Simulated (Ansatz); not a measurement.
# Li2H3: the cost of one run

Method: DFT PBE, scalar-relativistic, plane waves, PAW, in Ansatz 0.2.0.

### Step 1. Starting point

The structure is orthorhombic, space group Immm (No. 71). Conventional cell: a = 3.128 Å, b = 5.186 Å, c = 6.480 Å, α = 90.00°, β = 90.00°, γ = 90.00°. Li (site symmetry mm2) has 8 H at 2.36 to 2.38 Å as nearest neighbours. H (site symmetry mmm) is surrounded by 4 H at 2.19 Å and 4 Li at 2.37 Å. H (site symmetry m2m) is surrounded by 3 H at 2.11 to 2.19 Å and 6 Li at 2.36 to 2.38 Å.

Coordinates:

```
Li H
1.0
    -1.56402    2.59306    3.23994
     1.56402   -2.59306    3.23994
     1.56402    2.59306   -3.23994
Li H
2 3
Direct
  0.72450 0.22450 0.50000
  0.27550 0.77550 0.50000
  0.00000 0.00000 0.00000
  0.70320 0.50000 0.20320
  0.29680 0.50000 0.79680
```

The cell is invented: species swapped into a database cell of Ba2Bi3 (Immm, No. 71), with Li on the Ba sites and H on the Bi sites. Its size is a rough estimate.

### Step 2. A first look at the guess

input.yaml reads:

```yaml
crystal:
  lattice:
    - [-1.56401508, 2.59305934, 3.23994489]
    - [1.56401508, -2.59305934, 3.23994489]
    - [1.56401508, 2.59305934, -3.23994489]
  atoms:
    - { symbol: Li, position: [0.7245, 0.2245, 0.5] }
    - { symbol: Li, position: [0.2755, 0.7755, 0.5] }
    - { symbol: H, position: [0.0, 0.0, 0.0] }
    - { symbol: H, position: [0.70319999, 0.5, 0.20319999] }
    - { symbol: H, position: [0.29680001, 0.5, 0.79680001] }
basis:
  ecutwfc: 420
kpoints:
  mp_grid: { grid: [6, 6, 6] }
hamiltonian:
  xc: pbe
scf:
  occupations: { method: gaussian, width: 0.1 }
  lower_state_search: "off"
output:
  forces: true
  stress: true
  eigenvalues: true
```

Run with:

```
ansatz run input.yaml --threads 1 --pin off --max-ram 2048MiB --backend cpu --events-out ev --progress --plain --runs-dir out
```

Q: Estimate wall time and peak memory on 1 thread of Arm Neoverse V2, shared host.

About 1.2 s, with a peak of 0.29 GiB.
